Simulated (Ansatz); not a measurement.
# C2H7BO: one species, many methods

How much do the methods differ for C2H7BO? The plan is to run it at one geometry with functionals of several rungs and with coupled cluster. The yardstick is the atomisation energy at the CCSD(T) limit.

Computed with Ansatz 0.2.0, Gaussian basis. Level: functionals in def2-TZVPP, the program's frozen cores in correlated methods.

Levels to be run: LDA (SPW92), PBE-D4, revPBE-D4, BLYP-D4, r2SCAN-D4, B97M-V, PBE0-D4, B3LYP-D4, r2SCANh-D4, r2SCAN0-D4, HSE06-D4, BHLYP-D4, CAM-B3LYP-D4, LC-ωPBE, ωB97X-V, ωB97M-V, B2PLYP, PBE-QIDH; CCSD(T)/def2-SVP; CCSD(T)/def2-TZVPP; MP2/def2-QZVPP; extrapolation to the limit; RPA on PBE.

### Step 1. The relaxed structure

An earlier PBE0-D4 in a triple-zeta def2 set relaxation fixed the geometry.

11 atoms, charge 0, spin multiplicity 1.

Atoms are counted from 1 here; the program's logs count them from 0.

Bond lengths: B1–C2 1.546 Å, B1–H5 1.194 Å, B1–H6 1.197 Å, C2–O3 1.402 Å, C2–H7 1.109 Å, C2–H8 1.109 Å, O3–C4 1.400 Å, C4–H9 1.100 Å, C4–H10 1.090 Å, C4–H11 1.100 Å. Angles: C2–B1–H5 122.2°, C2–B1–H6 117.6°, H5–B1–H6 120.2°, B1–C2–O3 115.0°, B1–C2–H7 107.8°, B1–C2–H8 107.7°, O3–C2–H7 111.2°, O3–C2–H8 111.2°, H7–C2–H8 103.3°, C2–O3–C4 112.7°, O3–C4–H9 111.5°, O3–C4–H10 107.7°, O3–C4–H11 111.5°, H9–C4–H10 108.9°, H9–C4–H11 108.1°, H10–C4–H11 108.9°.

### Step 2. LDA

This LDA is Slater exchange with PW92 correlation.

Contents of in.yaml:

```yaml
crystal:
  periodic: [false, false, false]
  atoms:
    - {symbol: B, position_ang: [-1.411614, 1.340038, -0.461934]}
    - {symbol: C, position_ang: [-0.523466, 0.239682, 0.163460]}
    - {symbol: O, position_ang: [0.656109, -0.040670, -0.540812]}
    - {symbol: C, position_ang: [1.422271, -1.042322, 0.066454]}
    - {symbol: H, position_ang: [-1.110146, 1.904537, -1.469906]}
    - {symbol: H, position_ang: [-2.430481, 1.616973, 0.102329]}
    - {symbol: H, position_ang: [-0.304129, 0.535876, 1.209900]}
    - {symbol: H, position_ang: [-1.145871, -0.671268, 0.280620]}
    - {symbol: H, position_ang: [1.730096, -0.755331, 1.082404]}
    - {symbol: H, position_ang: [2.313515, -1.194083, -0.543190]}
    - {symbol: H, position_ang: [0.869115, -1.990531, 0.131274]}
basis:
  gaussian: {orbitals: def2-TZVPP}
hamiltonian: {xc: lda}
output: {orbitals: {seedname: orbitals}}
```

Started as:

```
$ ansatz run in.yaml --threads 2 --pin off --events-out ev --progress --plain --max-ram 4352MiB
```

Further steps of the session: PBE-D4 (GGA); revPBE-D4 (GGA); BLYP-D4 (GGA); r2SCAN-D4 (meta-GGA); B97M-V (meta-GGA); B3LYP-D4 (hybrid); r2SCANh-D4 (hybrid); r2SCAN0-D4 (hybrid); HSE06-D4 (hybrid); BHLYP-D4 (hybrid); CAM-B3LYP-D4 (range-separated); LC-ωPBE (range-separated); ωB97X-V (range-separated); ωB97M-V (range-separated); B2PLYP (double hybrid); PBE-QIDH (double hybrid); CCSD(T) in def2-SVP; CCSD(T) in def2-TZVPP; MP2 in def2-QZVPP; RPA on PBE orbitals.

Q: Predict the results of all the runs planned. Wanted: atomisation energy, CCSD(T)/CBS; farthest beyond LDA; mean size of error, GGA; mean size of error, meta-GGA; mean size of error, hybrid; mean size of error, range-separated; mean size of error, double hybrid; gap, smallest and largest; T1 diagnostic.

**Answer**, as computed:

```
                               quantity                                                               value
        atomisation energy, CCSD(T)/CBS                                                      966.4 kcal/mol
functionals within 4.8 kcal/mol (0.5 %)  revPBE-D4, BLYP-D4, B97M-V, r2SCANh-D4, LC-ωPBE, ωB97X-V, PBE-QIDH
                    farthest beyond LDA                                             PBE-D4 (+19.9 kcal/mol)
                mean size of error, GGA                                                        8.2 kcal/mol
           mean size of error, meta-GGA                                                        5.1 kcal/mol
             mean size of error, hybrid                                                        7.2 kcal/mol
    mean size of error, range-separated                                                        5.5 kcal/mol
      mean size of error, double hybrid                                                        3.8 kcal/mol
              gap, smallest and largest                           3.39 eV (LDA (SPW92)), 11.25 eV (LC-ωPBE)
                          T1 diagnostic                                                              0.0104
triples share of the correlation energy                                                               3.5 %
```

What this shows: LDA overbinds by 138.3 kcal/mol (14 %). PBE-D4 misses by +19.9 kcal/mol. Double hybrids carry the basis error of their MP2 part in triple zeta, and no dispersion term here, so their miss is partly the set-up's. Taken by rung, double hybrid functionals do best (3.8 kcal/mol on average) and GGA ones worst beyond LDA (8.2 kcal/mol). The gap between the best rungs is small, so their order is not settled. Misses under about 4.8 kcal/mol are within the doubt on the reference itself, which lacks core-valence correlation, relativity and higher excitations. Hartree-Fock recovers 75 % of the binding; the rest is correlation. CCSD(T) in def2-SVP is off by -41.2 kcal/mol, so the small basis spoils what the method gains. Orbital gaps span 3.4 to 11.2 eV; exact exchange widens them.
